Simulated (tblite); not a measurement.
# B17H16P17: the cost of one run

Computed with tblite 0.8.0 and PySCF 2.14.0 and routines of our own; the level stands in each step. Atoms count from 0.

## 1. The starting structure

50 atoms, charge 0, multiplicity 1; geometry from: force field, distance geometry or constructed start.

## 2. Geometry optimisation with GFN2-xTB

The job: settings as JSON, then the geometry in Å.

```
{"job": {"kind": "relax", "xc": "GFN2-xTB", "basis": "xTB"}, "charge": 0, "multiplicity": 1}
P     -4.018100     2.339300    -0.001600
B     -5.637000     3.273700    -0.006900
P     -7.239400     2.338800     0.001000
B     -7.245300     0.485500    -0.006200
P     -5.634800    -0.450100     0.003400
B     -4.026300     0.480600    -0.002600
P      7.252700    -0.447200    -0.003300
B      5.645200     0.483800     0.001500
P      4.033700    -0.451000    -0.000400
B      4.028200    -2.309700     0.001600
P      5.639700    -3.240100    -0.002100
B      7.250100    -2.310900    -0.000000
P      2.416800     2.341800     0.005000
B      0.811600     3.270500    -0.002700
P     -0.803600     2.346200     0.000200
B     -0.803300     0.481700     0.006300
P      0.809800    -0.447000     0.000900
B      2.419100     0.477700    -0.001000
P     -8.856100    -0.447100     0.002500
B     -8.852700    -2.308000     0.002700
P     -7.246900    -3.235100     0.001500
B     -5.634700    -2.307400    -0.000200
P      5.645200     2.345700     0.006600
B      4.026800     3.266800    -0.001500
B     -2.411700     3.273700     0.000900
P     -2.418300    -0.449800     0.002500
B     -2.411500    -2.306600    -0.000700
P     -0.802000    -3.238300     0.001200
B      0.810000    -2.308500    -0.002000
P      2.421300    -3.238500     0.003400
P     -4.019400    -3.238300    -0.001100
P      8.861500     2.342400     0.000200
B      7.251600     3.271200    -0.001900
B      8.865500     0.479800     0.003700
H     -5.632600     4.442900    -0.003300
H     -8.456600     3.043300    -0.002900
H      5.641000    -4.638800    -0.004100
H      8.266800    -2.891400    -0.002600
H      0.810500     4.437200    -0.000100
H    -10.072700     0.254500     0.001200
H     -9.868800    -2.896200     0.003800
H     -7.238700    -4.644500     0.003700
H      4.035900     4.442100    -0.003600
H     -2.409600     4.440600    -0.001800
H     -0.805100    -4.637200     0.002400
H      2.418300    -4.637300    -0.003400
H     -4.020600    -4.638800    -0.000600
H     10.075600     3.043700     0.002300
H      7.254200     4.441500     0.000200
H      9.878600    -0.103200     0.002000
```

Run with:

```
$ OMP_NUM_THREADS=8 python large_run.py task.json out
```

The driver reads the jobs from task.json and runs them one after another.

**Question.** How long does this first job take on 8 threads of Arm Neoverse V1, shared host, and how much memory does it need?

About 19 s, with a peak of 0.16 GiB.
